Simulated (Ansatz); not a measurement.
**U-revPBE/STO-3G run of CH2FO (SMILES [O]CF)**

Aim: the electronic atomisation energy of CH2FO at U-revPBE/STO-3G, from 5 runs. 

The calculation is run with Ansatz 0.2.0.

56 further runs of the same task are left out: 56 set aside as unsound or not needed.

### 1 The molecule

CH2FO has 5 atoms, charge 0, and is taken as a doublet. As SMILES, `[O]CF`. The coordinates come from a PBE0-D4/def2-TZVP relaxation.

Bond lengths: O1–C2 1.303 Å, C2–F3 1.376 Å, C2–H4 1.109 Å, C2–H5 1.109 Å. Angles: O1–C2–F3 115.4°, O1–C2–H4 109.4°, O1–C2–H5 109.4°, F3–C2–H4 107.5°, F3–C2–H5 107.5°, H4–C2–H5 107.3°.

### 2 The energy at U-revPBE/STO-3G

Contents of job.yaml:

```yaml
crystal:
  periodic: [false, false, false]
  atoms:
    - {symbol: O, position_ang: [-1.122700, 0.202700, 0.610000]}
    - {symbol: C, position_ang: [-0.009600, -0.012300, -0.033000]}
    - {symbol: F, position_ang: [1.105500, -0.174700, 0.757200]}
    - {symbol: H, position_ang: [-0.112900, -0.924800, -0.655200]}
    - {symbol: H, position_ang: [0.189500, 0.835500, -0.720300]}
basis:
  gaussian:
    orbitals: STO-3G
magnetization:
  spin_polarized: true
  initial_magnetization: 1
accuracy: high
hamiltonian:
  xc: {name: revPBE}
```

Command:

```sh
$ ansatz run job.yaml --threads 1 --pin off --max-ram 2610MiB --events-out events.jsonl --progress --plain --runs-dir runs
```

The log of the run:

```text
Warning: RAYON_NUM_THREADS=1 ignored (pool sized by the plan → 1); use --threads N
Functional definition: revPBE
  name "revPBE"
  parameter kappa = 1.245
  parameter beta = 0.06672455060314922
  exchange = pbe_x(kappa = kappa, mu = beta*pi^2/3)
  correlation = pbe_c(beta = beta)
298 factors; integrals over basis functions are off by at most 3.5e-8 eV
mean field evaluation 1: about -5746.1780 eV, gradient 1.8e1 eV
mean field evaluation 2: about -5730.1968 eV, gradient 6.0e1 eV
mean field evaluation 4: about -5748.6416 eV, gradient 1.1e0 eV
mean field evaluation 8: about -5748.6012 eV, gradient 5.0e-2 eV
mean field evaluation 16: about -5748.6012 eV, gradient 4.3e-7 eV
mean field evaluation 32: about -5747.3139 eV, gradient 3.3e0 eV
mean field -5748.60124731 eV, -211.2571992967 hartree, gradient 2.6e-8 eV, S^2 0.751964; 5 other end points of the search recorded, 0 dependent functions left out
reference -5748.60124897 eV, -211.2571993577 hartree; 13, 12 occupied and 4, 5 virtual orbitals, 298 factors
Total energy: -5748.60124897 eV, -211.2571993577 hartree
```

Run time: 1.9 s. Hardware: 1 thread of Arm Neoverse V2, shared host; peak memory 0.12 GiB.

### 3 The C atom, same level

Contents of molecule.yaml:

```yaml
crystal:
  periodic: [false, false, false]
  atoms:
    - {symbol: C, position_ang: [0.000000, 0.000000, 0.000000]}
basis:
  gaussian:
    orbitals: STO-3G
magnetization:
  spin_polarized: true
  initial_magnetization: 2
hamiltonian:
  xc: {name: revPBE}
accuracy: high
```

Command:

```sh
$ ansatz run molecule.yaml --threads 1 --pin off --max-ram 2610MiB --events-out events.jsonl --progress --plain --runs-dir runs
```

The log of the run:

```text
Warning: RAYON_NUM_THREADS=1 ignored (pool sized by the plan → 1); use --threads N
Functional definition: revPBE
  name "revPBE"
  parameter kappa = 1.245
  parameter beta = 0.06672455060314922
  exchange = pbe_x(kappa = kappa, mu = beta*pi^2/3)
  correlation = pbe_c(beta = beta)
15 factors; integrals over basis functions are off by at most 9.8e-10 eV
mean field evaluation 1: about -1016.0420 eV, gradient 2.1e-12 eV
mean field evaluation 2: about -1016.0424 eV, gradient 1.0e-11 eV
mean field evaluation 4: about -1016.0422 eV, gradient 0.0e0 eV
mean field evaluation 8: about -1016.0423 eV, gradient 9.8e-2 eV
mean field evaluation 16: about -1016.0421 eV, gradient 6.0e-8 eV
mean field -1016.04235375 eV, -37.3388678021 hartree, gradient 0.0e0 eV, S^2 2.000000; 5 other end points of the search recorded, 0 dependent functions left out
reference -1016.04235478 eV, -37.3388678401 hartree; 4, 2 occupied and 1, 3 virtual orbitals, 15 factors
Total energy: -1016.04235478 eV, -37.3388678401 hartree
```

It took 0.3 s on 1 thread of Arm Neoverse V2, shared host.

### 4 The F atom, same level

Contents of job.yaml:

```yaml
crystal:
  periodic: [false, false, false]
  atoms:
    - {symbol: F, position_ang: [0.000000, 0.000000, 0.000000]}
basis:
  gaussian:
    orbitals: STO-3G
magnetization:
  spin_polarized: true
  initial_magnetization: 1
hamiltonian:
  xc: {name: revPBE}
accuracy: high
```

Run the same way, it converges to -98.24365 Eh (log not shown).

### 5 The H atom at the same level

Contents of run.yaml:

```yaml
crystal:
  periodic: [false, false, false]
  atoms:
    - {symbol: H, position_ang: [0.000000, 0.000000, 0.000000]}
basis:
  gaussian: {orbitals: STO-3G}
magnetization: {spin_polarized: true, initial_magnetization: 1}
hamiltonian: {xc: {name: revPBE}}
accuracy: high
```

Run the same way, it converges to -0.47010 Eh (log not shown).

### 6 The O atom, same level

Contents of molecule.yaml:

```yaml
crystal:
  periodic: [false, false, false]
  atoms:
    - symbol: O
      position_ang: [0.000000, 0.000000, 0.000000]
basis:
  gaussian:
    orbitals: STO-3G
magnetization:
  spin_polarized: true
  initial_magnetization: 2
accuracy: high
hamiltonian:
  xc: {name: revPBE}
```

Run the same way, it converges to -74.01699 Eh (log not shown).

### 7 Summary of results

Level: U-revPBE/STO-3G.

```
                     quantity          value
       molecule: total energy  -211.25720 Eh
               molecule: ⟨S²⟩          0.752
         C atom: total energy   -37.33887 Eh
                 C atom: ⟨S²⟩          2.000
         F atom: total energy   -98.24365 Eh
                 F atom: ⟨S²⟩          0.750
         H atom: total energy    -0.47010 Eh
                 H atom: ⟨S²⟩          0.750
         O atom: total energy   -74.01699 Eh
                 O atom: ⟨S²⟩          2.000
electronic atomisation energy      19.524 eV
```

What this shows: Taking the molecule apart into free atoms costs 19.52 eV (1884 kJ/mol), before zero-point energy and without spin-orbit coupling. In a minimal basis such a difference can be off by several eV, whatever the method.
